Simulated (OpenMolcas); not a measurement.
# Au⁴⁺ among point charges: CASSCF and CASPT2 levels and susceptibility

How does a field of 4 point charges split the states of Au⁴⁺, and what χT follows?

Program: OpenMolcas 26.06. Level of theory: state-averaged CASSCF and CASPT2, spin-orbit coupling by RASSI with atomic mean-field integrals. These are calculated values, not measurements, unless marked.

## (1) The atom as given

```
Species                           : Au⁴⁺ (gold, Z = 79, 75 electrons)
Basis                             : ANO-RCC-VDZP [7s6p4d2f], 59 functions
Scalar Hamiltonian                : DKH2, point nucleus
Inactive shells                   : 1s 2s 2p 3s 3p 3d 4s 4p 4d 4f 5s 5p
Active space                      : 7 electrons in 5 orbitals (5d)
Some configurations of this space : 5d⁷
Orbitals                          : optimised for each spin and parity, averaged over all roots
```

The outer shells:

5d7
```
5d [↑↓][↑↓][↑ ][↑ ][↑ ]
```

The ion sits among 4 point charges of -1 e arranged as a tetrahedron (Td), 2.13 Å from the ion.

Each step is its own input file, run in one work folder so that later steps find the files of earlier ones. Labels, J, g values, rates, χT and fits are worked out afterwards by a script from the matrices that RASSI stores.

## (2) GATEWAY and SEWARD: basis and integrals

Input file a.inp:

```
&GATEWAY
Coord
1

Au 0.0 0.0 0.0
Basis=ANO-RCC-VDZP
Group=NoSym
NoMove
AngMom=0.0 0.0 0.0
AMFI
XField
4 Angstrom 0
1.229756 1.229756 1.229756 -1.000000
1.229756 -1.229756 -1.229756 -1.000000
-1.229756 1.229756 -1.229756 -1.000000
-1.229756 -1.229756 1.229756 -1.000000
&SEWARD
```

On the command line:

```console
> OMP_NUM_THREADS=1 MOLCAS_MEM=1689 MOLCAS_PROJECT=a pymolcas a.inp > a.log
```

## (3) Reference wave functions, quartets, 10 roots

Input file a.inp:

```
&RASSCF
FileOrb=start.orb
Symmetry=1
Spin=4
nActEl=7 0 0
Inactive=34
Ras2=5
CIRoot=10 10 1
SDav=10
CIMx=300
Iter=120 100
PrWF=0.3
OrbListing=Nothing
MaxOrb=0
>>> COPY $Project.JobIph JOB001
```

start.orb holds the contracted functions of the basis, ordered by shell, or the orbitals of the step before.

## (4) Reference wave functions, doublets, 40 roots

Input file a.inp:

```
&RASSCF
FileOrb=start.orb
Symmetry=1
Spin=2
nActEl=7 0 0
Inactive=34
Ras2=5
CIRoot=40 40 1
SDav=40
CIMx=300
Iter=120 100
PrWF=0.3
OrbListing=Nothing
MaxOrb=0
>>> COPY $Project.JobIph JOB002
```

## (5) State interaction with spin-orbit coupling

Input file a.inp:

```
&RASSI
NrOfJobIphs=2 10 40
1 2 3 4 5 6 7 8 9 10
1 2 3 4 5 6 7 8 9 10 11 12 13 14 15 16 17 18 19 20 21 22 23 24 25 26 27
28 29 30 31 32 33 34 35 36 37 38 39 40
IphNames
JOB001
JOB002
EJob
SpinOrbit
DIPRint=1.0
SOCoupling=1000.0
Subsets=2
Property=9
'ANGMOM' 1 'ANGMOM' 2 'ANGMOM' 3 'MLTPL  1' 1 'MLTPL  1' 2 'MLTPL  1' 3
'AMFI' 1 'AMFI' 2 'AMFI' 3
SOProperty=3
'ANGMOM' 1 'ANGMOM' 2 'ANGMOM' 3
```

## (6) CASPT2: IPEA 0.25, imaginary shift 0.1 (closed shells correlated: 4f 5s 5p)

Input file a.inp:

```
>>> COPY JOB001 $Project.JobIph
&CASPT2
Multistate=10 1 2 3 4 5 6 7 8 9 10
NoMult
Frozen=23
IPEA=0.25
Imaginary=0.1
MaxIter=60
WThr=0.0 0.3 0.05
PrWF=0.5
NoMix
>>> COPY JOB002 $Project.JobIph
&CASPT2
Multistate=40 1 2 3 4 5 6 7 8 9 10 11 12 13 14 15 16 17 18 19 20 21 22
23 24 25 26 27 28 29 30 31 32 33 34 35 36 37 38 39 40
NoMult
Frozen=23
IPEA=0.25
Imaginary=0.1
MaxIter=60
WThr=0.0 0.3 0.05
PrWF=0.5
NoMix
```

(Steps that only read results are left out.)

Q: Predict the outcome of this session. Wanted: spin-free ground state; first state of the same spin within the active space; lowest level; next level.

As calculated:

```
                                            quantity                                                                           value
                                              method  SS-CASPT2, IPEA 0.25, imaginary shift 0.1 (closed shells correlated: 4f 5s 5p)
                              spin-free ground state                                                 4A2, 1-fold in its orbital part
first state of the same spin within the active space                                                                4T2 at 1080 cm⁻¹
                                        lowest level                                                                       4-fold Γ8
                                          next level                                                                      583.7 cm⁻¹
                                         χT at 300 K                                                                  4.66 cm³ K/mol
                           effective moment at 300 K                                                                         6.11 μB
```

Cost by method:

| method | time of its own steps | time with the reference |
| --- | --- | --- |
| A. CASSCF | 10 s | 10 s |
| B. SS-CASPT2, IPEA 0.25, imaginary shift 0.1, +4f 5s 5p | 10 s | 20 s |

Times are of one thread on a shared host.

In words: The spin-free ground state (4A2) comes to 100 % from free-ion F terms and keeps the highest spin of the shell. χT at 300 K is 4.66, against 1.88 cm³ K/mol for the spin alone, so orbital moment adds to it. CASPT2 does not keep the components of a term degenerate, and the means are used. The field of point charges can differ much from that of real complexes. This is an electrostatic model: the charges have no orbitals.
